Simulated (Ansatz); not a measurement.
CH3NO2Si, SMILES N=C1O[SiH]1O, a rigid torsion scan

Computed with the Python package of Ansatz (0.2.0).

Typed at the interpreter:
```pycon
>>> import warnings
>>> import ansatz as az
>>> from ase import Atoms
>>> BASIS_SET = "def2-SVP"
>>> XC = "r2scan0"
>>> FMAX = 0.02
>>> warnings.simplefilter("ignore", az.DeckWarning)
>>> atoms = Atoms(["N", "C", "O", "Si", "O", "H", "H", "H"], positions=[
...     [-0.4467, 1.9919, 0.5224],
...     [-0.063, 0.8875, 0.198],
...     [0.1718, -0.152, 0.9467],
...     [0.5826, -0.421, -0.7318],
...     [-0.4587, -1.7057, -1.1873],
...     [-0.6234, 2.0738, 1.5287],
...     [1.9759, -0.7648, -0.8424],
...     [-1.0463, -1.9669, -0.49],
... ])
>>> # relax first, so that the scan starts from a minimum
>>> first = (
...     az.Crystal.molecule_from_ase(atoms).calculation()
...     .basis(gaussian=BASIS_SET)
...     .functional(XC)
...     .relax(force_tolerance=FMAX, max_steps=80)
... )
>>> atoms.positions = first.run(threads=1, backend="cpu").report["positions_ang"]
>>> start = atoms.get_dihedral(1, 3, 4, 7)
>>> energies = {}
>>> for turn in range(0, 360, 40):
...     turned = atoms.copy()
...     turned.set_dihedral(1, 3, 4, 7, start + turn, indices=[4, 7])
...     job = (
...         az.Crystal.molecule_from_ase(turned).calculation()
...         .basis(gaussian=BASIS_SET)
...         .functional(XC)
...     )
...     energies[round((start + turn) % 360)] = job.run(threads=1, backend="cpu").report["free_energy_ev"]
...
>>> floor = min(energies.values())
>>> print("dihedral C1-Si3-O4-H7 (deg)   E - E(min) (eV)")
dihedral C1-Si3-O4-H7 (deg)   E - E(min) (eV)
>>> for angle, e in sorted(energies.items()):
...     print(f"{angle:8d} {(e - floor):14.3f}  " + "#" * int(30 * (e - floor) / max(max(energies.values()) - floor, 1e-9)))
...
      30          0.070  ##########
      70          0.183  ############################
     110          0.195  ##############################
     150          0.142  #####################
     190          0.134  ####################
     230          0.184  ############################
     270          0.179  ###########################
     310          0.071  ##########
     350          0.000
```

The lowest point is at 350° and the highest at 110°, 0.195 eV (18.8 kJ/mol) above it, with the rest of the molecule held.

The scan is rigid and the energies are electronic, in a modest basis. With rigid groups the curve can differ much from the relaxed path, the start wasn't checked as a minimum of this torsion, and equivalent turns needn't return to the same energy. The whole script took 47 s on 1 thread of Intel(R) Xeon(R) 6975P-C (Granite Rapids), with other jobs on the host, peak memory 0.28 GiB.
